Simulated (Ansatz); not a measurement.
# CHBrN (doublet): the correlation ladder at distance Br1–H2 along a hydrogen transfer = 1.421 Å, cc-pVDZ

Aim: climb from Hartree-Fock through coupled cluster and multireference methods for CHBrN (doublet) at one geometry and basis, and see what each rung misses.

Method: cc-pVDZ, core rule «outside noble gas», up to 16 orbitals frozen; program: Ansatz 0.2.0, Gaussian basis.

To be run: UHF; CCSD(T) on ROHF; CCSD(T) on UHF; BCCD(T) on ROHF; CISD; CCSDT(Q) on ROHF; CCSDT(Q) on UHF; CASSCF and MRCISD+Q, 3 electrons in 3 orbitals; CASSCF and NEVPT2, 3 electrons in 3 orbitals.

5 further runs of the same task are left out: 3 that didn't finish, 2 set aside as unsound or not needed.

### 1 The geometry

The geometry derives from fragments relaxed apart (PBE0/def2-TZVP) and kept rigid, so it is no stationary point. A hydrogen atom is moved between rigid fragments. No spin-orbit coupling is included. The filled d shell of Br may be among the frozen orbitals whatever the setting's name suggests; the logs give the count.

4 atoms, charge 0, spin multiplicity 2.

Atoms are counted from 1 here; the program's logs count them from 0.

Bond lengths: Br1–H2 1.421 Å, N3–C4 1.160 Å.

### 2 UHF

The input, in.yaml:

```yaml
crystal:
  periodic: [false, false, false]
  atoms:
    - {symbol: Br, position_ang: [0.000000, 0.000000, -2.233671]}
    - {symbol: H, position_ang: [0.000000, 0.000000, -0.813071]}
    - {symbol: N, position_ang: [0.000000, 0.000000, 2.103413]}
    - {symbol: C, position_ang: [0.000000, 0.000000, 0.943329]}
basis:
  gaussian: {orbitals: cc-pVDZ}
magnetization: {spin_polarized: true, initial_magnetization: 1}
hamiltonian: {xc: hf}
output: {orbitals: {seedname: orbitals}}
```

Command:

```sh
ansatz run in.yaml --threads 1 --pin off --events-out ev --progress --plain --max-ram 2816MiB --backend cpu
```

After this run come: CCSD(T) on ROHF; CCSD(T) on UHF; BCCD(T) on ROHF; CISD; CCSDT(Q) on ROHF; CCSDT(Q) on UHF; CASSCF and MRCISD+Q, 3 electrons in 3 orbitals; CASSCF and NEVPT2, 3 electrons in 3 orbitals.

Q: Predict the results of all the runs planned. Wanted: RCCSDT(Q) below the RHF energy; RMP2 from RCCSDT(Q); UMP2 from RCCSDT(Q); RCCSD from RCCSDT(Q); RCCSD(T) from RCCSDT(Q); UCCSD(T) from RCCSDT(Q); UCCSDT(Q) from RCCSDT(Q); NEVPT2 pair from RCCSDT(Q); MRCISD+Q pair from RCCSDT(Q).

The runs gave:

| quantity | value |
| --- | --- |
| RCCSDT(Q) below the RHF energy | -12.2175 eV |
| RMP2 from RCCSDT(Q) | +1208.6 meV |
| UMP2 from RCCSDT(Q) | +1988.2 meV |
| RCCSD from RCCSDT(Q) | +539.9 meV |
| RCCSD(T) from RCCSDT(Q) | +81.0 meV |
| UCCSD(T) from RCCSDT(Q) | +123.2 meV |
| UCCSDT(Q) from RCCSDT(Q) | -10.4 meV |
| NEVPT2 pair from RCCSDT(Q) | +1327.0 meV |
| MRCISD+Q pair from RCCSDT(Q) | +436.8 meV |
| levels within 1 kcal/mol (43 meV) | UCCSDT(Q) |
| T1 diagnostic | 0.042 |

RCCSD(T) misses by +81.0 meV, 0.7 % of the correlation energy. CCSD(T) misses by +81.0 meV on the restricted determinant and by +123.2 meV on the unrestricted one; the two need not hold the same state or core. Of the multireference levels listed MRCISD+Q pair comes nearest in total energy (+436.8 meV), which doesn't show that its space is the better one. These misses are within one basis, not against nature; the frozen cores of restricted and unrestricted runs differ, which can shift their rows.
